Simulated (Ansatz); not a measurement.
## CH₃ClGe, SMILES [CH3][Ge][Cl]: an active-space calculation, step by step

With Ansatz 0.2.0, Python API.

Run as a notebook:

**Cell 1**
```python
import ansatz as az
from ase import Atoms
```

**Cell 2**
```python
config = {
    'basis_set': 'def2-SVP',
}
```

**Cell 3**
```python
atoms = Atoms(['C', 'Ge', 'Cl', 'H', 'H', 'H'], positions=[
    [-0.3731, 0.4222, -0.2378],
    [1.2818, -0.0268, 0.5411],
    [1.2955, -2.1593, 0.8732],
    [-0.3715, 1.5725, -0.4309],
    [-1.2413, 0.1788, 0.423],
    [-0.5493, -0.0515, -1.2147],
])
system = az.Crystal.molecule_from_ase(atoms)
```

**Cell 4**
```python
setup = (
    system.calculation()
    .basis(gaussian=config['basis_set'])
    .correlation(active_electrons=2, active_orbitals=3)
)
for method in ['sc_nevpt2']:
    summary = (setup if method is None else setup.correlation(method)).run().report
    space = summary['configurations']
    state = space['states'][0]
    print(method or 'casscf', f'total {summary["free_energy_ev"] / 27.211386246:.6f} Ha, active-space state {state["energy"]["hartree"]:.6f} Ha, mean field {summary["reference_energy_ev"] / 27.211386246:.6f} Ha')
    print('  determinants', state['n_determinants'], ' natural occupations', [round(n, 3) for n in space['natural_occupations']])
print('effectively unpaired electrons, sum of min(n, 2 - n):', round(sum(min(n, 2 - n) for n in space['natural_occupations']), 3))
```
Output:
```text
sc_nevpt2 total -2574.549269 Ha, active-space state -2574.085432 Ha, mean field -2574.060500 Ha
  determinants 9  natural occupations [1.919, 0.063, 0.018]
effectively unpaired electrons, sum of min(n, 2 - n): 0.161
```

Notes:
- These settings explore the input space; basis and method may be short of convergence.
- The geometry is a force-field or estimated start, not a minimum of this method, and the basis set is short of its limit. The active space starts as a window about the frontier orbitals and is then optimised, not chosen by chemistry.
- It ran for 6.1 s on 1 thread of Arm Neoverse V2, on a shared host, peak memory 0.24 GiB.
